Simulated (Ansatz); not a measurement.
Consider a convergence test of the k-point mesh of VRu, space group Pm-3m (Ansatz 0.2.0, Python API).

`kconv.py`
```python
"""k-point test for VRu."""

import ansatz as az
import pandas as pd

structure = (
    az.Lattice.cubic(2.99)
    .space_group(221)
    .atom("V", [0.5, 0.5, 0.5])
    .atom("Ru", [0.0, 0.0, 0.0])
    .moments(V=1.5)
)

setup = (
    structure.calculation()
    .functional("LDA")
    .basis(20 * az.Ha)
    .accuracy("low")
    .occupations(az.OccupationsMethod.COLD, width=0.1)
    .spin(az.SpinTreatment.COLLINEAR)
    .scf(max_iterations=100, extra_bands=16, lower_state_search="off", algorithm="direct_min")
    .stress()
)

rows = []
for value in [(3, 3, 3), (4, 4, 4), (5, 5, 5), (6, 6, 6), (8, 8, 8), (9, 9, 9)]:
    data = setup.kpoints(*value).run().report
    rows.append((value, data["free_energy_ev"] / len(data["lattice"]["sites"]), data["n_iterations"], sum(data["stress_gpa"][i][i] for i in range(3)) / 3, data["magnetization_mub"], data["n_kpoints"]))

table = pd.DataFrame(rows, columns=["mesh", "F/atom (eV)", "iterations", "P (GPa)", "moment (muB)", "k-points"])
print(table.round(5).to_string(index=False))

# the last row is the reference
for row in rows[:-1]:
    shift = 1000 * (row[1] - rows[-1][1])
    print(f"{row[0]}: {shift:+.2f} meV/atom" + ("  (within 5 meV)" if abs(shift) < 5 else ""))
```

How fast does the energy converge with the mesh (threshold 5 meV an atom)?

From 6×6×6 on it stays within 5 meV an atom of the value at 9×9×9; the first row (3×3×3) is off by 127.9 meV and the last but one by 1.05 meV. This holds for F at a smearing of 0.1 eV; a narrower one needs a denser mesh. It goes up and down, since the sum over k-points isn't variational. The pressure moves from -11.06 to -11.21 GPa. The last run costs about 7.3 times the first.

The output:

Running `python kconv.py` prints:
```text
RunWarning: the starting moments were not kept: the SCF closed with an absolute magnetisation of 2.6e-5 μB, where they sum to 1.5 μB in size (1 site). That is at most 0.1 of that sum. Measured as [...]
     mesh  F/atom (eV)  iterations   P (GPa)  moment (muB)  k-points
(3, 3, 3)  -4309.68921          20 -11.06452       0.55436         4
(4, 4, 4)  -4309.52765          23 -11.25524       0.55769        10
(5, 5, 5)  -4309.57741          18 -10.97279       0.00002        10
(6, 6, 6)  -4309.56545          20 -11.47607       0.00002        20
(8, 8, 8)  -4309.56025          18 -11.24984       0.00002        35
(9, 9, 9)  -4309.56130          30 -11.21207       0.13104        35
(3, 3, 3): -127.92 meV/atom
(4, 4, 4): +33.64 meV/atom
(5, 5, 5): -16.11 meV/atom
(6, 6, 6): -4.15 meV/atom  (within 5 meV)
(8, 8, 8): +1.05 meV/atom  (within 5 meV)
```
(Warnings from the package without file and line, shortened, repeats left out.)

What to keep in mind:
- The SCF didn't keep the moments it started from (some shrank, vanished or turned); what is printed is the state reached.
- The overall sign of a collinear moment is arbitrary, and semilocal functionals can give small moments to compounds that are paramagnetic.
- Pressure is positive in compression.
- At these settings the cell as given stands under about -11 GPa, so it isn't at this functional's equilibrium volume.
- The starting cell is as deposited in a crystallographic database; the results hold for this polymorph, which needn't be the stable one.
- Shifts are counted from the finest mesh, which is itself no proven limit.
- Cost: of the order of 60 core-seconds.

(Lines on the test bed's own set-up are left out of the output.)
